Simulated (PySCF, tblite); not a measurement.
# C₃H₇F₃OSi: geometry, infrared bands and NMR shifts

What infrared bands and NMR shifts should C₃H₇F₃OSi (`CCO[SiH2]C(F)(F)F`) show?

Computed with tblite 0.8.0 and PySCF 2.14.0, with density-fitted response routines of our own, on a single molecule in the gas phase. Atoms count from 0, in the outputs and in this text.

### Step 1. The starting structure

15 atoms, charge 0, multiplicity 1; geometry from: force field or distance geometry start.

Bonds of the start (Å): C0–C1 1.51, C1–O2 1.39, O2–Si3 1.70, Si3–C4 1.88, C4–F5 1.37, C4–F6 1.37, C4–F7 1.41, C0–H8 1.11, C0–H9 1.12, C0–H10 1.13, C1–H11 1.10, C1–H12 1.12, Si3–H13 1.46, Si3–H14 1.47.

### Step 2. Optimising the geometry with GFN2-xTB

What the job is given:

```
{"job": {"kind": "relax", "xc": "GFN2-xTB", "basis": "xTB"}, "charge": 0, "multiplicity": 1}
C     -2.401900    -0.516600     0.641100
C     -1.139900     0.276600     0.391300
O     -0.468700    -0.366200    -0.636500
Si     0.994700     0.366600    -1.088900
C      2.406600    -0.155100     0.038500
F      2.692900    -1.486700    -0.085800
F      2.203400     0.260100     1.326600
F      3.538300     0.539500    -0.430300
H     -2.086200    -1.526300     0.969200
H     -2.969800    -0.688500    -0.312600
H     -3.062900    -0.036000     1.417000
H     -1.433600     1.287500     0.075700
H     -0.534600     0.389500     1.320900
H      0.944500     1.819900    -1.227800
H      1.312700    -0.156400    -2.420100
```

Run with:

```bash
$ OMP_NUM_THREADS=1 python probes_run.py task.json out
```

This one command runs all jobs of the session in turn.

**Question.** This job is followed by: GFN2-xTB harmonic vibrations, gas phase; GIAO PBE0/pcSseg-1 NMR shielding, non-relativistic, gas phase. Predict these results of the whole session: strongest single infrared mode (GFN2-xTB); zero-point energy (GFN2-xTB); 13C shifts against TMS (PBE0/pcSseg-1); 1H shifts against TMS (PBE0/pcSseg-1, means over atoms taken as alike); 17O shifts against H2O (PBE0/pcSseg-1); 29Si shifts against TMS (PBE0/pcSseg-1); 19F shifts against CFCl3 (PBE0/pcSseg-1, means over atoms taken as alike).

As calculated:

| quantity | value |
| --- | --- |
| strongest single infrared mode (GFN2-xTB) | 1179 cm⁻¹, 296 km/mol |
| zero-point energy (GFN2-xTB) | 62.0 kcal/mol |
| 13C shifts against TMS (PBE0/pcSseg-1) | 138.8, 64.6, 20.3 ppm |
| 1H shifts against TMS (PBE0/pcSseg-1, means over atoms taken as alike) | 4.89, 4.22, 1.39 ppm |
| 17O shifts against H2O (PBE0/pcSseg-1) | 27.2 ppm |
| 29Si shifts against TMS (PBE0/pcSseg-1) | -40.6 ppm |
| 19F shifts against CFCl3 (PBE0/pcSseg-1, means over atoms taken as alike) | -76.5 ppm |

What this shows: The optimisation took 78 steps and gained 0.705 eV; among the close pairs (by a distance rule), O2–Si3 changed most, from 1.698 to 1.598 Å. No mode is imaginary among the 39: a minimum at this level. The strongest single mode, at 1179 cm⁻¹, moves mainly O2 and C1. Unscaled tight-binding wavenumbers are off by several per cent, some by more. Its intensities can rank the bands wrongly. At PBE0/pcSseg-1: The widest tensor belongs to F5, F6, F7: span 187 ppm, with a paramagnetic part of -227 ppm.
